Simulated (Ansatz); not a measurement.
# RhC: the cost of one run

Method: DFT PBE, scalar-relativistic, plane waves, PAW, in Ansatz 0.2.0.

### Step 1. The structure to begin with

The structure is orthorhombic, space group Cmmm (No. 65). Conventional cell: a = 4.948 Å, b = 5.611 Å, c = 3.515 Å, α = 90.00°, β = 90.00°, γ = 90.00°. Around Rh (site symmetry mm2) lie 2 C at 1.52 Å. C (site symmetry 2mm) has 2 Rh at 1.52 Å as nearest neighbours.

As a file:

```
CELL_PARAMETERS angstrom
2.47394 -2.80557 0.00000
2.47394 2.80557 0.00000
0.00000 0.00000 3.51466
ATOMIC_POSITIONS crystal
Rh 0.50000 0.50000 0.75000
Rh 0.50000 0.50000 0.25000
C 0.25000 0.25000 0.00000
C 0.75000 0.75000 0.00000
```

This is candidate A: random cell with space group Cmmm (No. 65).

### Step 2. Coarse relaxation (candidate A)

Contents of input.yaml:

```yaml
crystal:
  lattice:
    - [2.4739371873, -2.80556923, 0.0]
    - [2.4739371873, 2.80556923, 0.0]
    - [0.0, 0.0, 3.5146623694]
  atoms:
    - { symbol: Rh, position: [0.5, 0.5, 0.75] }
    - { symbol: Rh, position: [0.5, 0.5, 0.25] }
    - { symbol: C, position: [0.25, 0.25, 0.0] }
    - { symbol: C, position: [0.75, 0.75, 0.0] }
basis:
  ecutwfc: 420
kpoints:
  mp_grid: { grid: [6, 6, 6] }
hamiltonian:
  xc: pbe
scf:
  occupations: { method: gaussian, width: 0.1 }
  lower_state_search: "off"
output:
  forces: true
  stress: true
  eigenvalues: true
relax:
  adjacent_minimum: "off"
  f_tol: 0.04
  max_steps: 70
  cell: { stress_tol: 0.4 }
```

Command:

```console
$ ansatz run input.yaml --threads 1 --pin off --max-ram 2560MiB --backend cpu --events-out ev --progress --plain --runs-dir out
```

**Question.** How long does this run take on 1 thread of Intel Xeon 6975P-C (Granite Rapids), shared host, and how much memory does it need?

About 42 s, with a peak of 0.42 GiB.
